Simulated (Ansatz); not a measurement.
**C4H9F3NNb: basis-set convergence**

An exercise on one series of results from a longer session: the logs are not shown, and one member is left open.

Method: one geometry, several basis sets; program: Ansatz 0.2.0, Gaussian basis.

Levels to be run: PBE0-D4/def2-SVP; ωB97M-V/def2-SVP; PBE0-D4/def2-QZVPP; ωB97M-V/def2-QZVPP; the functionals' def2-TZVPP values are taken from earlier runs.

### Structure used throughout

All runs share one geometry, relaxed beforehand with PBE0-D4 in a triple-zeta def2 set. Nb takes the def2 core potential; no spin-orbit term is included.

SMILES `CC(C)(C)[N]=[Nb]([F])([F])[F]`, 18 atoms, charge 0, spin multiplicity 1.

Atoms are counted from 1 here; the program's logs count them from 0.

Bond lengths: C1–C2 1.527 Å, C1–H10 1.093 Å, C1–H11 1.092 Å, C1–H12 1.092 Å, C2–C3 1.527 Å, C2–C4 1.527 Å, C2–N5 1.439 Å, C3–H13 1.092 Å, C3–H14 1.092 Å, C3–H15 1.093 Å, C4–H16 1.093 Å, C4–H17 1.092 Å, C4–H18 1.092 Å, N5–Nb6 1.729 Å, Nb6–F7 1.873 Å, Nb6–F8 1.873 Å, Nb6–F9 1.873 Å. Angles: C2–C1–H10 110.1°, C2–C1–H11 110.6°, C2–C1–H12 110.6°, H10–C1–H11 108.5°, H10–C1–H12 108.5°, H11–C1–H12 108.4°, C1–C2–C3 110.4°, C1–C2–C4 110.4°, C1–C2–N5 108.5°, C3–C2–C4 110.4°, C3–C2–N5 108.5°, C4–C2–N5 108.5°, C2–C3–H13 110.6°, C2–C3–H14 110.6°, C2–C3–H15 110.1°, H13–C3–H14 108.4°, H13–C3–H15 108.5°, H14–C3–H15 108.5° and more.

Coordinates:

| atom | x (Å) | y (Å) | z (Å) |
| --- | --- | --- | --- |
| C1 | -0.44862 | -0.90705 | -1.41906 |
| C2 | -0.05354 | -0.48695 | -0.00524 |
| C3 | 1.27872 | -1.12146 | 0.38708 |
| C4 | -1.14348 | -0.87589 | 0.99086 |
| N5 | 0.09777 | 0.94355 | 0.01985 |
| Nb6 | 0.27929 | 2.66323 | 0.04856 |
| F7 | 2.05554 | 3.01316 | 0.53062 |
| F8 | -0.93370 | 3.31552 | 1.31861 |
| F9 | -0.11328 | 3.27871 | -1.67681 |
| H10 | -0.57152 | -1.99158 | -1.46866 |
| H11 | 0.31952 | -0.61210 | -2.13641 |
| H12 | -1.39019 | -0.43781 | -1.71037 |
| H13 | 1.57390 | -0.80645 | 1.38970 |
| H14 | 2.06456 | -0.82793 | -0.31142 |
| H15 | 1.19419 | -2.21073 | 0.37649 |
| H16 | -1.28085 | -1.95982 | 0.99384 |
| H17 | -0.87344 | -0.55790 | 1.99961 |
| H18 | -2.09257 | -0.40698 | 0.72445 |

Set-up of the first run:

Input file in.yaml:

```yaml
crystal:
  periodic: [false, false, false]
  atoms:
    - {symbol: C, position_ang: [-0.448622, -0.907050, -1.419059]}
    - {symbol: C, position_ang: [-0.053540, -0.486949, -0.005235]}
    - {symbol: C, position_ang: [1.278719, -1.121460, 0.387079]}
    - {symbol: C, position_ang: [-1.143479, -0.875895, 0.990858]}
    - {symbol: N, position_ang: [0.097773, 0.943546, 0.019846]}
    - {symbol: Nb, position_ang: [0.279291, 2.663228, 0.048556]}
    - {symbol: F, position_ang: [2.055538, 3.013162, 0.530620]}
    - {symbol: F, position_ang: [-0.933703, 3.315523, 1.318610]}
    - {symbol: F, position_ang: [-0.113277, 3.278708, -1.676814]}
    - {symbol: H, position_ang: [-0.571519, -1.991580, -1.468658]}
    - {symbol: H, position_ang: [0.319521, -0.612104, -2.136406]}
    - {symbol: H, position_ang: [-1.390194, -0.437813, -1.710372]}
    - {symbol: H, position_ang: [1.573900, -0.806447, 1.389702]}
    - {symbol: H, position_ang: [2.064563, -0.827935, -0.311418]}
    - {symbol: H, position_ang: [1.194189, -2.210730, 0.376492]}
    - {symbol: H, position_ang: [-1.280850, -1.959818, 0.993842]}
    - {symbol: H, position_ang: [-0.873442, -0.557905, 1.999606]}
    - {symbol: H, position_ang: [-2.092565, -0.406982, 0.724452]}
basis:
  gaussian: {orbitals: def2-SVP}
hamiltonian: {xc: pbe0, dispersion: d4}
output: {orbitals: {seedname: orbitals}}
```

On the command line:

```
$ ansatz run in.yaml --threads 4 --pin off --events-out ev --progress --plain --max-ram 41984MiB --backend cpu
```

Among the steps run: PBE0-D4 in def2-SVP; ωB97M-V in def2-SVP; PBE0-D4 in def2-QZVPP; ωB97M-V in def2-QZVPP.

One table of the session follows, with a row left open; its other results are not shown here.

It belongs to the step «Functionals by basis». 

```
functional       basis  HOMO (eV)
   PBE0-D4    def2-SVP      -8.01
   PBE0-D4  def2-TZVPP      -8.01
   PBE0-D4  def2-QZVPP      -8.01
   ωB97M-V    def2-SVP          ?
   ωB97M-V  def2-TZVPP     -10.27
   ωB97M-V  def2-QZVPP     -10.27
```

**Question.** Estimate the row for ωB97M-V, def2-SVP.

**Answer.** HOMO (eV): -10.26. In the column «HOMO (eV)» it lies between ωB97M-V, def2-QZVPP (-10.27) and PBE0-D4, def2-SVP (-8.01).
